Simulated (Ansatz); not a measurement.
# MgCdS4: the cost of one run

Program: Ansatz 0.2.0. Level of theory: DFT PBE, scalar-relativistic, plane waves, PAW. These are calculated values, not measurements.

1 further run of the same task is left out (for a known fault of the program).

### 1 The starting structure

Symmetry: P6/mmm, No. 191, hexagonal system. Conventional cell: a = 5.556 Å, b = 5.556 Å, c = 5.015 Å, α = 90.00°, β = 90.00°, γ = 120.00°. Mg (site symmetry 6/mmm) has 2 Cd at 2.51 Å in its first shell of neighbours. Cd (site symmetry 6/mmm) has 2 Mg at 2.51 Å in its first shell of neighbours. S (site symmetry 3m) has 2 S at 2.42 to 2.60 Å in its first shell of neighbours.

As a file:

```xyz
6
Lattice="5.5563 0.0000 0.0000 -2.7781 4.8119 0.0000 0.0000 0.0000 5.0145" Properties=species:S:1:pos:R:3 pbc="T T T"
Mg    0.0000    0.0000    0.0000
Cd    0.0000    0.0000    2.5073
S     0.0000    3.2079    3.7152
S     0.0000    3.2079    1.2993
S     2.7781    1.6040    1.2993
S     2.7781    1.6040    3.7152
```

A structure generator made this guess: random cell by space group and Wyckoff sites (P6/mmm, No. 191). The dimensions are guesses.

### 2 A first look at the guess

Contents of input.yaml:

```yaml
crystal:
  lattice:
    - [5.55626524, 0.0, 0.0]
    - [-2.77813262, 4.81186685, 0.0]
    - [0.0, 0.0, 5.01450891]
  atoms:
    - { symbol: Mg, position: [0.0, 0.0, 0.0] }
    - { symbol: Cd, position: [0.0, 0.0, 0.5] }
    - { symbol: S, position: [0.33333333, 0.66666667, 0.74089119] }
    - { symbol: S, position: [0.33333333, 0.66666667, 0.25910881] }
    - { symbol: S, position: [0.66666667, 0.33333333, 0.25910881] }
    - { symbol: S, position: [0.66666667, 0.33333333, 0.74089119] }
basis:
  ecutwfc: 420
kpoints:
  mp_grid: { grid: [6, 6, 4] }
hamiltonian:
  xc: pbe
scf:
  occupations: { method: gaussian, width: 0.1 }
  lower_state_search: "off"
output:
  forces: true
  stress: true
  eigenvalues: true
```

Started as:

```
$ ansatz run input.yaml --threads 1 --pin off --max-ram 2560MiB --backend cpu --events-out ev --progress --plain --runs-dir out
```

**Question.** How long does this run take on 1 thread of Intel Xeon at 2.50GHz (Skylake/Cascade Lake), shared host, and how much memory does it need?

About 13 s, with a peak of 0.43 GiB.
